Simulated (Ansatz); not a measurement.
**AsF+ (doublet): from Hartree-Fock to the top rungs, cc-pVDZ**

One table from this session's results is given with a row withheld; the runs are named, their logs left out.

Computed with Ansatz 0.2.0, Gaussian basis. Level: cc-pVDZ, core rule «outside noble gas», up to 15 orbitals frozen.

The runs, in order: UHF; CCSD(T) on ROHF; CCSD(T) on UHF; BCCD(T) on ROHF; CISD; CCSDT(Q) on ROHF; CCSDT(Q) on UHF; CASSCF and MRCISD+Q, 11 electrons in 8 orbitals; CASSCF and NEVPT4(SD), 11 electrons in 8 orbitals; CASSCF and NEVPT2, 11 electrons in 8 orbitals.

8 further runs of the same task are left out: 3 that didn't finish, 5 set aside as unsound or not needed.

### What is computed

The geometry is a PBE0/def2-TZVP stationary point (not a proven minimum) of the parent state, kept for this charge and spin. No spin-orbit coupling is included. The filled d shell of As may be among the frozen orbitals whatever the setting's name suggests; the logs give the count.

2 atoms, charge 1, spin multiplicity 2.

Atoms are counted from 1 here; the program's logs count them from 0.

Bond lengths: F1–As2 1.784 Å.

Geometry (Å):

```
F     0.0000    0.0000    0.0000
As    0.0000    0.0000    1.7842
```

Set-up of the first run:

Contents of in.yaml:

```yaml
crystal:
  periodic: [false, false, false]
  atoms:
    - {symbol: F, position_ang: [0.000000, 0.000000, 0.000000]}
    - {symbol: As, position_ang: [0.000000, 0.000000, 1.784200]}
basis:
  gaussian: {orbitals: cc-pVDZ}
total_charge: 1
magnetization: {spin_polarized: true, initial_magnetization: 1}
hamiltonian: {xc: hf}
output: {orbitals: {seedname: orbitals}}
```

On the command line:

```bash
$ ansatz run in.yaml --threads 1 --pin off --events-out ev --progress --plain --max-ram 2393MiB
```

Steps of the session up to this table: UHF; CCSD(T) on ROHF; CCSD(T) on UHF; BCCD(T) on ROHF; CISD; CCSDT(Q) on ROHF; CCSDT(Q) on UHF; CASSCF and MRCISD+Q, 11 electrons in 8 orbitals; CASSCF and NEVPT4(SD), 11 electrons in 8 orbitals; CASSCF and NEVPT2, 11 electrons in 8 orbitals.

One of the session's tables, all rows but one given; the rest of the session is left out.

It belongs to the step «Misses and costs». 

| method | from RCCSDT(Q) (kcal/mol) |
| --- | --- |
| ROHF | +181.75 |
| UHF | +179.12 |
| RMP2 | +13.97 |
| UMP2 | ? |
| RCCSD | +6.33 |
| UCCSD | +6.22 |
| RCCSD(T) | +0.96 |
| UCCSD(T) | +0.91 |
| BCCD(T) | +0.75 |
| RCCSDT | +0.35 |
| UCCSDT | +0.27 |
| RCCSDT(Q) | 0 |
| UCCSDT(Q) | -0.51 |
| CASSCF valence | +134.00 |
| NEVPT2 valence | +25.21 |
| NEVPT4(SD) valence | +4.20 |
| MRCISD valence | +9.08 |
| MRCISD+Q valence | +1.46 |

Q: Estimate the row for UMP2 from the others.

The run gave: from RCCSDT(Q) (kcal/mol): +14.07. In the column «from RCCSDT(Q) (kcal/mol)» it lies between RMP2 (+13.97) and NEVPT2 valence (+25.21).

Not comparable, so not listed: CISD (they don't share determinant, frozen orbitals or solution with the rows shown, or repeat one).

Caveats from the session: Restricted and unrestricted rows rest on different reference determinants; where their highest levels disagree by more than a few hundredths of an eV, they describe different states and don't form one ladder.
